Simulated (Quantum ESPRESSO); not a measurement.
**Sb: work function with PBE**

Sb, a sheet with vacuum:

```
Sb
1.0
     3.13334    0.00000    0.00000
     0.00000    3.13334    0.00000
     0.00000    0.00000   31.36000
Sb
2
Direct
  0.00000 0.00000 0.24201
  0.00000 0.00000 0.33197
```

The cell was built by a generator and needn't be a form met in nature.

```
Program                    : Quantum ESPRESSO 7.5
Task                       : work function
Functional                 : PBE
Potentials or basis        : PseudoDojo 0.4.1 SR PBE standard
Cutoff                     : 1088 eV
Density cutoff             : 4354 eV
k mesh                     : 9 × 9 × 1
Occupations                : fermi-dirac, width 0.05 eV
Spin                       : no spin polarisation
Boundary across the vacuum : none
Mixing mode                : local-TF
Mixing beta                : 0.3
Most SCF iterations        : 150
SCF threshold              : 2e-09 Ry
```

The largest force is 0.054 eV/Å and the band gap on the k mesh is none (metal or under the smearing width). The work function of the upper face is 3.71 eV. The work function of the lower face is 3.71 eV.

Forces in eV/Å, atoms in the order of the input:
```
Sb   0.000  0.000 -0.054
Sb   0.000  0.000  0.054
```

Levels at points of the mesh, in eV from the Fermi level:
| k point | band 13 | band 14 | band 15 | band 16 | band 17 | band 18 |
| --- | --- | --- | --- | --- | --- | --- |
| (0.00, 0.00, 0.00) | -4.20 | 0.03 | 3.15 | 3.15 | 3.19 | 3.64 |

It took 2.9 min on 2 MPI ranks on Arm Neoverse V1, on a shared host, peak memory 0.76 GiB a rank.

The run has no spin-orbit coupling, so splittings on Sb are missing.
